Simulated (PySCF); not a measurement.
# H8N3OPb (Pb(NH2)3(H2O)+): the cost of one run

Method: several levels, as the steps say, no spin–orbit coupling; program: PySCF 2.14.0.

1 further run of the same task is left out (for a known fault of the program).

## 1. The starting structure

13 atoms, charge 1, spin multiplicity 1.

Bond lengths: Pb1–N2 2.099 Å, Pb1–N5 2.099 Å, Pb1–N8 2.095 Å, Pb1–O11 2.412 Å, N2–H3 1.022 Å, N2–H4 1.023 Å, N5–H6 1.023 Å, N5–H7 1.022 Å, N8–H9 1.021 Å, N8–H10 1.021 Å, O11–H12 0.967 Å, O11–H13 0.966 Å. Angles: N2–Pb1–N5 116.6°, N2–Pb1–N8 121.3°, N2–Pb1–O11 91.2°, N5–Pb1–N8 121.3°, N5–Pb1–O11 91.2°, N8–Pb1–O11 96.6°, Pb1–N2–H3 110.5°, Pb1–N2–H4 110.4°, H3–N2–H4 107.4°, Pb1–N5–H6 110.4°, Pb1–N5–H7 110.5°, H6–N5–H7 107.4°, Pb1–N8–H9 111.8°, Pb1–N8–H10 111.8°, H9–N8–H10 108.8°, Pb1–O11–H12 121.9°, Pb1–O11–H13 130.6°, H12–O11–H13 107.5°.

Geometry (Å):

```
Pb    0.2461   -0.2461    0.3130
N     1.0047    1.5204    1.1552
H     2.0091    1.5971    0.9809
H     0.8689    1.5194    2.1691
N    -1.5204   -1.0047    1.1552
H    -1.5194   -0.8689    2.1691
H    -1.5971   -2.0091    0.9809
N     1.3668   -1.3668   -1.0568
H     0.7714   -1.9461   -1.6510
H     1.9461   -0.7714   -1.6510
O    -1.0111    1.0111   -1.3171
H    -1.6701    1.6701   -1.0580
H    -0.9881    0.9881   -2.2827
```

Formal oxidation states: Pb +4. An earlier session relaxed this geometry at PBE0, Pb def2-SVP with ECP60, N def2-SVP, H def2-SVP, O def2-SVP (singlet, point group Cs). Its vibrations showed it to be a saddle point, relaxed within its symmetry.

At PBE0 on the finer grid: E = -436.416137 Eh, HOMO -11.94 eV, LUMO -6.71 eV, Mulliken charge on Pb1 +0.94 e, largest force component 0.016 eV/Å. 

Levels to run: TPSS; PBE; PBE0, TZVP. Hardware: 2 threads of Arm Neoverse V1, shared host.

## 2. TPSS

The input, run.py (the lines that set the calculation):

```python
mol = gto.M(atom='''
Pb     0.24607    -0.24607     0.31304
N      1.00468     1.52039     1.15522
H      2.00910     1.59705     0.98087
H      0.86885     1.51941     2.16913
N     -1.52039    -1.00468     1.15522
H     -1.51941    -0.86885     2.16913
H     -1.59705    -2.00910     0.98087
N      1.36679    -1.36679    -1.05678
H      0.77138    -1.94611    -1.65103
H      1.94611    -0.77138    -1.65103
O     -1.01108     1.01108    -1.31713
H     -1.67006     1.67006    -1.05805
H     -0.98810     0.98810    -2.28267''',
    basis={'Pb': 'def2-SVP', 'N': 'def2-SVP', 'H': 'def2-SVP', 'O': 'def2-SVP'},
    ecp={'Pb': 'def2-SVP'},
    charge=1, spin=0)
mf = dft.RKS(mol, xc='TPSS')
mf.grids.atom_grid = (75, 302)
mf = mf.density_fit()  # fitting sets: Pb def2-universal-JKFIT, N def2-universal-JKFIT, H def2-universal-JKFIT, O def2-universal-JKFIT
mf.conv_tol = 1e-08; mf.max_cycle = 55
mf.kernel(dm0)  # dm0: the density of the relaxed state
```

Started as:

```sh
$ OMP_NUM_THREADS=2 python run.py
```

**Question.** How long does this run take on 2 threads of Arm Neoverse V1, shared host?

About 13 s.
